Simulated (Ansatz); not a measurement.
Set up this calculation in Ansatz 0.2.0, as the native input.

- Task: band structure
- Functional: PBEsol
- Potentials or basis: Ansatz PAW
- Cutoff: 420 eV (not typed: the program's choice for these potentials)
- k mesh: 7 × 7 × 7
- Occupations: fermi-dirac, width 0.05 eV
- Spin: no spin polarisation
- Path: [["G", "L", "B1"], ["B", "Z", "G", "X"], ["Q", "F", "P1", "Z"], ["L", "P"]]
- Points for each segment of the path: 14

The system is BiTe.

```
Bi Te
1.0
     2.42271    1.39875    3.31729
    -2.42271    1.39875    3.31729
     0.00000   -2.79750    3.31729
Bi Te
1 1
Cartesian
  0.0000 0.0000 4.9759
  0.0000 0.0000 0.0000
```

The cell comes from a database or a generator and needn't be the stable form of this composition.

These files were run (other wordings do the same):

input.yaml

```yaml
crystal:
  lattice:
    - [2.4227077728, 1.3987509848, 3.3172919545]
    - [-2.4227077728, 1.3987509848, 3.3172919545]
    - [0.0, -2.7975019696, 3.3172919545]
  atoms:
    - { symbol: Bi, position: [0.5, 0.5, 0.5] }
    - { symbol: Te, position: [0.0, 0.0, 0.0] }
hamiltonian:
  xc: pbesol
  pseudopotentials: { kind: paw }
kpoints:
  mp_grid: { grid: [7, 7, 7] }
  band_path:
    path:
      - [[0.0, 0.0, 0.0], [0.5, 0.0, 0.0], [0.5, 0.2851949954, -0.2851949954]]
      - [[0.7148050046, 0.5, 0.2851949954], [0.5, 0.5, 0.5], [0.0, 0.0, 0.0], [0.3925974977, 0.0, -0.3925974977]]
      - [[0.6074025023, 0.3925974977, 0.0], [0.5, 0.5, 0.0], [0.6074025023, 0.6074025023, 0.2851949954], [0.5, 0.5, 0.5]]
      - [[0.5, 0.0, 0.0], [0.7148050046, 0.3925974977, 0.3925974977]]
    npoints: 14
scf:
  occupations: { method: fermi_dirac, width: 0.05 }
  n_extra_bands: 6
output:
  forces: true
  stress: true
  eigenvalues: true
  fatbands: true
```

Potentials or basis: Ansatz PAW.

Run with:

```sh
$ ansatz run input.yaml --threads 2 --pin off --max-ram 5632MiB --backend cpu --events-out ev --progress --plain --runs-dir out
```

It gave:

- Pressure: -2.3 GPa
- Band gap on the k mesh: none (metal or under the smearing width)

Caveat: spin-orbit coupling is left out, which moves the levels of the heavy elements; the PAW data sets come from PBE, with cores solved anew for the run's functional, which leaves a small shift of forces and pressure.

Run time: 4.5 s on 2 threads of AMD EPYC 7R43 64-Core Processor (Zen 3), with other jobs on the host, peak memory 0.4 GiB.
